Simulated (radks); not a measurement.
# Br²⁴⁺ in [He] 2s2 2p5.75 3s1 4s0.25: an all-electron calculation

The task here is to estimate one member of a computed series from the others.

The numbers are computed with radks (a radial shooting solver on a logarithmic mesh, Libxc functionals) version 1 (scalar-relativistic Kohn-Sham, B86b exchange with PBE correlation, spin-polarised, spherical densities, finite nucleus; open shells are filled with parallel spins first), except any that are marked as measured or tabulated.

## The system

- element: bromine (Z = 35)
- charge: +24
- electrons: 11
- configuration: [He] 2s2 2p5.75 3s1 4s0.25
- nuclear rms radius: 4.1629 fm

Set-up of the first run:

Input:

```text
Z 35
configuration [He] 2s2 2p5.75 3s1 4s0.25 3p0 3d0 5s0 4f0
relativity scalar-relativistic
functional b86_mgc,pbe
spin polarised
nucleus finite rms 4.1629 fm
c 137.035999084
```

Run with:

```console
python run_ks.py task.json out
```

The same process makes all the runs of this session.

One of the session's tables, all rows but one given; the rest of the session is left out.

It belongs to the step «Orbitals and density». Sizes of the orbitals, from the radial functions (bohr):

```
  level      <r>  outermost maximum (interpolated)  90 % within  nodes
  1s up  0.04271                            0.0279       0.0764      0
1s down  0.04271                            0.0279       0.0764      0
  2s up   0.1858                             0.158        0.286      1
2s down   0.1857                             0.158        0.286      1
  2p up   0.1615                             0.126        0.262      0
2p down   0.1614                             0.126        0.262      0
  3s up   0.4557                             0.431        0.660      2
3s down   0.4544                             0.430        0.658      2
  3p up   0.4421                             0.415        0.653      1
3p down   0.4405                             0.414        0.651      1
  3d up   0.3935                             0.334        0.598      0
3d down        ?                                 ?            ?      ?
  4s up   0.8493                             0.857         1.19      3
  4f up   0.7123                             0.631         1.03      0
  5s up    1.363                              1.44         1.88      4
```

Estimate the missing values for 3d down.

**Answer.** <r>: 0.3912; outermost maximum (interpolated): 0.332; 90 % within: 0.595; nodes: 0. In the column «<r>» it lies between 2s up (0.1858) and 3d up (0.3935).
